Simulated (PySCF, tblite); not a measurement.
**C₆H₁₃OP: geometry, infrared bands and NMR shifts**

What infrared bands and NMR shifts should C₆H₁₃OP (`CCCP1(=O)CCC1`) show?

The runs use tblite 0.8.0 and PySCF 2.14.0, with density-fitted response routines of our own; the level of theory stands in each step. All values are computed, except where a source is named. Atoms are numbered from 0 throughout.

### Step 1. The molecule as given

21 atoms, charge 0, multiplicity 1; geometry from: force field or distance geometry start.

Bonds of the start (Å): C0–C1 1.51, C1–C2 1.48, C2–P3 1.78, P3–O4 1.50, P3–C5 1.83, C5–C6 1.54, C6–C7 1.52, C7–P3 1.79, C0–H8 1.09, C0–H9 1.12, C0–H10 1.10, C1–H11 1.12, C1–H12 1.11, C2–H13 1.10, C2–H14 1.14, C5–H15 1.12, C5–H16 1.08, C6–H17 1.11, C6–H18 1.09, C7–H19 1.08, C7–H20 1.11.

### Step 2. Relaxing the molecule with GFN2-xTB

What the job is given:

```
{"job": {"kind": "relax", "xc": "GFN2-xTB", "basis": "xTB"}, "charge": 0, "multiplicity": 1}
C      2.648500    -0.316900    -0.597600
C      2.072200     0.183700     0.703600
C      0.681400     0.638500     0.512600
P     -0.434000    -0.611300    -0.100300
O      0.111700    -1.992800    -0.318500
C     -2.010200    -0.531600     0.829100
C     -2.237800     0.744600    -0.002300
C     -1.773600    -0.094500    -1.177400
H      2.232200     0.164900    -1.482300
H      2.495500    -1.427000    -0.624900
H      3.742500    -0.166800    -0.597100
H      2.057300    -0.628100     1.481200
H      2.688700     1.001500     1.134800
H      0.659200     1.556700    -0.096300
H      0.291400     0.974900     1.524700
H     -1.773000    -0.317800     1.902000
H     -2.672800    -1.353500     0.603400
H     -1.453200     1.504500     0.202100
H     -3.266400     1.102600    -0.002500
H     -1.508400     0.448100    -2.077200
H     -2.560400    -0.862600    -1.353600
```

Started as:

```console
$ OMP_NUM_THREADS=1 python probes_run.py task.json out
```

One launch serves the whole session: the jobs run in the order shown.

**Question.** This job is followed by: GFN2-xTB harmonic vibrations, gas phase; GIAO PBE0/pcSseg-1 NMR shielding, non-relativistic, gas phase. Predict these results of the whole session: strongest single infrared mode (GFN2-xTB); zero-point energy (GFN2-xTB); 13C shifts against TMS (PBE0/pcSseg-1, means over atoms taken as alike); 1H shifts against TMS (PBE0/pcSseg-1, means over atoms taken as alike); 31P shifts against H3PO4 (PBE0/pcSseg-1); 17O shifts against H2O (PBE0/pcSseg-1).

The runs gave:

| quantity | value |
| --- | --- |
| strongest single infrared mode (GFN2-xTB) | 1282 cm⁻¹, 274 km/mol |
| zero-point energy (GFN2-xTB) | 112.8 kcal/mol |
| 13C shifts against TMS (PBE0/pcSseg-1, means over atoms taken as alike) | 42.3, 35.9, 19.6, 17.7, 10.8 ppm |
| 1H shifts against TMS (PBE0/pcSseg-1, means over atoms taken as alike) | 2.68, 2.29, 1.95, 1.86, 1.60, 1.32, 1.11 ppm |
| 31P shifts against H3PO4 (PBE0/pcSseg-1) | 21.3 ppm |
| 17O shifts against H2O (PBE0/pcSseg-1) | 149.3 ppm |

Relaxing lowered the energy by 1.802 eV in 157 steps; the close pair that moved most is P3–C7, from 1.795 to 1.860 Å. All 57 modes are real, so the xTB geometry is a minimum. The strongest single mode, at 1282 cm⁻¹, moves mainly O4 and P3. GFN2-xTB is a fitted tight-binding method: band positions and strengths are rough. Its intensities can rank the bands wrongly. At PBE0/pcSseg-1: The widest tensor belongs to P3: span 268 ppm, with a paramagnetic part of -667 ppm.
